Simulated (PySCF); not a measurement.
# F3Sn ([SnF3]-): the cost of one run

Programs: PySCF 2.14.0, with routines of our own; each step states its level. All values are computed. Atoms count from 0.

### 1 The starting structure

4 atoms, charge -1, multiplicity 1; geometry from: GFN2-xTB.

### 2 Relaxing the molecule at PBE0-D3(BJ)/def2-SVP

What the job is given:

```
{"job": {"xc": "PBE0", "basis": "def2-SVP", "d3": "d3bj", "grid": 1, "maxiter": 30, "shake": 0.03, "kind": "geom"}, "charge": -1, "multiplicity": 1}
Sn     0.057630    -0.073420     0.483520
F      2.151690    -0.052010    -0.147420
F     -1.111050     1.886550    -0.204030
F     -1.014980    -1.851560    -0.162530
```

Launch:

```console
$ OMP_NUM_THREADS=1 python heavy_run.py task.json out
```

This one command runs all jobs of the session in turn.

**Question.** How long does this first job take on 1 thread of Arm Neoverse V2, shared host, and how much memory does it need?

About 11 s, with a peak of 0.27 GiB.
